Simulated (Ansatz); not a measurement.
Geometry optimisation, Ansatz 0.2.0, DFT PBE-D3(BJ), scalar-relativistic, plane waves, PAW.

Input file:

```yaml
crystal:
  lattice:
    - [7.14, 0.0, 0.0]
    - [0.0, 7.14, 0.0]
    - [0.0, 0.0, 7.14]
  atoms:
    - { symbol: C, position: [0.5, 0.0, 0.0] }
    - { symbol: C, position: [0.625, 0.125, 0.125] }
    - { symbol: C, position: [0.75, 0.25, 0.0] }
    - { symbol: C, position: [0.875, 0.375, 0.125] }
    - { symbol: C, position: [0.75, 0.0, 0.25] }
    - { symbol: C, position: [0.875, 0.125, 0.375] }
    - { symbol: C, position: [0.0, 0.0, 0.0] }
    - { symbol: C, position: [0.125, 0.125, 0.125] }
    - { symbol: C, position: [0.25, 0.25, 0.0] }
    - { symbol: C, position: [0.375, 0.375, 0.125] }
    - { symbol: C, position: [0.5, 0.5, 0.0] }
    - { symbol: C, position: [0.625, 0.625, 0.125] }
    - { symbol: C, position: [0.75, 0.75, 0.0] }
    - { symbol: C, position: [0.875, 0.875, 0.125] }
    - { symbol: C, position: [0.25, 0.0, 0.25] }
    - { symbol: C, position: [0.375, 0.125, 0.375] }
    - { symbol: C, position: [0.5, 0.25, 0.25] }
    - { symbol: C, position: [0.625, 0.375, 0.375] }
    - { symbol: C, position: [0.75, 0.5, 0.25] }
    - { symbol: C, position: [0.875, 0.625, 0.375] }
    - { symbol: C, position: [0.5, 0.0, 0.5] }
    - { symbol: C, position: [0.625, 0.125, 0.625] }
    - { symbol: C, position: [0.75, 0.25, 0.5] }
    - { symbol: C, position: [0.875, 0.375, 0.625] }
    - { symbol: C, position: [0.75, 0.0, 0.75] }
    - { symbol: C, position: [0.875, 0.125, 0.875] }
    - { symbol: C, position: [0.0, 0.5, 0.0] }
    - { symbol: C, position: [0.125, 0.625, 0.125] }
    - { symbol: C, position: [0.25, 0.75, 0.0] }
    - { symbol: C, position: [0.375, 0.875, 0.125] }
    - { symbol: C, position: [0.0, 0.25, 0.25] }
    - { symbol: C, position: [0.125, 0.375, 0.375] }
    - { symbol: C, position: [0.25, 0.5, 0.25] }
    - { symbol: C, position: [0.375, 0.625, 0.375] }
    - { symbol: Si, position: [0.5, 0.75, 0.25], spin: 1.0 }
    - { symbol: C, position: [0.0, 0.0, 0.5] }
    - { symbol: C, position: [0.125, 0.125, 0.625] }
    - { symbol: C, position: [0.25, 0.25, 0.5] }
    - { symbol: C, position: [0.375, 0.375, 0.625] }
    - { symbol: C, position: [0.5, 0.5, 0.5] }
    - { symbol: C, position: [0.625, 0.625, 0.625] }
    - { symbol: C, position: [0.75, 0.75, 0.5] }
    - { symbol: C, position: [0.875, 0.875, 0.625] }
    - { symbol: C, position: [0.25, 0.0, 0.75] }
    - { symbol: C, position: [0.375, 0.125, 0.875] }
    - { symbol: C, position: [0.5, 0.25, 0.75] }
    - { symbol: C, position: [0.625, 0.375, 0.875] }
    - { symbol: C, position: [0.75, 0.5, 0.75] }
    - { symbol: C, position: [0.875, 0.625, 0.875] }
    - { symbol: C, position: [0.0, 0.75, 0.25] }
    - { symbol: C, position: [0.125, 0.875, 0.375] }
    - { symbol: C, position: [0.0, 0.5, 0.5] }
    - { symbol: C, position: [0.125, 0.625, 0.625] }
    - { symbol: C, position: [0.25, 0.75, 0.5] }
    - { symbol: C, position: [0.375, 0.875, 0.625] }
    - { symbol: C, position: [0.0, 0.25, 0.75] }
    - { symbol: C, position: [0.125, 0.375, 0.875] }
    - { symbol: C, position: [0.25, 0.5, 0.75] }
    - { symbol: C, position: [0.375, 0.625, 0.875] }
    - { symbol: C, position: [0.5, 0.75, 0.75] }
    - { symbol: C, position: [0.625, 0.875, 0.875] }
    - { symbol: C, position: [0.0, 0.75, 0.75] }
    - { symbol: C, position: [0.125, 0.875, 0.875] }
magnetization:
  spin_polarized: true
total_charge: 1
basis:
  ecutwfc: 420.0
kpoints:
  mp_grid: { grid: [2, 2, 2] }
hamiltonian:
  xc: pbe
  dispersion: d3bj
  pseudopotentials: { kind: paw, azcp: { folder: soft_1 } }
scf:
  occupations: { method: gaussian, width: 0.05 }
  lower_state_search: "off"
relax:
  f_tol: 0.03
  max_steps: 60
  adjacent_minimum: "off"
```

Run as:

```bash
$ ansatz run input.yaml --threads 4 --pin off --max-ram 10240MiB --backend cpu --events-out ev --progress --plain --runs-dir out
```

Problem. Where does it end, and by what steps?

Solution. It converged. Limits of this set-up: coarse k mesh, a typed lattice constant that wasn't relaxed here, charged cell in a uniform background, uncorrected. After 6 steps the energy has fallen by 5.768 eV; Si35 moved furthest, 0.76 Å. The start is strongly strained (largest force component 8 eV/Å). Joined: C5–Si35 (2.52 → 2.00 Å), C21–Si35 (2.52 → 2.00 Å), Si35–C42 (2.52 → 2.00 Å).

| step | energy less start (eV) | largest force component (eV/Å) | accepted |
| --- | --- | --- | --- |
| 0 | 0.0000 | 8.145 | yes |
| 1 | -3.3373 | 4.336 | yes |
| 2 | -4.7641 | 2.312 | yes |
| 3 | -5.3591 | 1.420 | yes |
| 4 | -5.6842 | 0.357 | yes |
| 5 | -5.7384 | 0.319 | yes |
| 6 | -5.7681 | 0.024 | yes |

```xyz
63
Lattice="7.1400 0.0000 0.0000 0.0000 7.1400 0.0000 0.0000 0.0000 7.1400" Properties=species:S:1:pos:R:3
C 3.564 0.023 -0.026
C 4.454 0.905 0.855
C 5.358 1.790 -0.024
C 6.258 2.658 0.876
C 5.371 0.016 1.675
C 6.212 0.857 2.653
C 0.005 0.003 -0.024
C 0.873 0.903 0.876
C 1.784 1.796 -0.001
C 2.684 2.691 0.899
C 3.581 3.591 0.021
C 4.558 4.432 0.862
C 5.378 5.349 -0.026
C 6.260 6.239 0.855
C 1.759 0.023 1.779
C 2.640 0.905 2.669
C 3.563 1.788 1.778
C 4.455 2.661 2.670
C 5.378 3.544 1.779
C 6.260 4.425 2.669
C 3.460 0.016 3.586
C 4.438 0.857 4.427
C 5.335 1.758 3.550
C 6.234 2.653 4.449
C 5.335 -0.020 5.328
C 6.234 0.879 6.223
C 0.011 3.569 -0.001
C 0.906 4.469 0.899
C 1.806 5.366 0.021
C 2.647 6.343 0.862
C -0.006 1.779 1.773
C 0.884 2.669 2.676
C 1.806 3.591 1.796
C 2.647 4.432 2.773
Si 4.010 5.795 2.225
C -0.027 -0.020 3.550
C 0.868 0.879 4.449
C 1.761 1.790 3.573
C 2.661 2.658 4.473
C 3.564 3.544 3.593
C 4.454 4.425 4.475
C 5.371 5.245 3.586
C 6.212 6.223 4.427
C 1.761 0.003 5.360
C 2.661 0.903 6.228
C 3.558 1.779 5.349
C 4.461 2.669 6.239
C 5.358 3.546 5.360
C 6.258 4.446 6.228
C 0.003 5.348 1.778
C 0.876 6.240 2.670
C 0.005 3.546 3.573
C 0.873 4.446 4.473
C 1.759 5.349 3.593
C 2.640 6.239 4.475
C -0.010 1.775 5.345
C 0.889 2.674 6.244
C 1.784 3.569 5.366
C 2.684 4.469 6.261
C 3.563 5.348 5.358
C 4.455 6.240 6.231
C -0.006 5.343 5.349
C 0.884 6.246 6.239
```

Whether the end is a true minimum wasn't checked by a vibrational analysis.

The run took 100 s on 4 threads of Intel(R) Xeon(R) 6975P-C (Granite Rapids), on a shared host, peak memory 2.5 GiB.
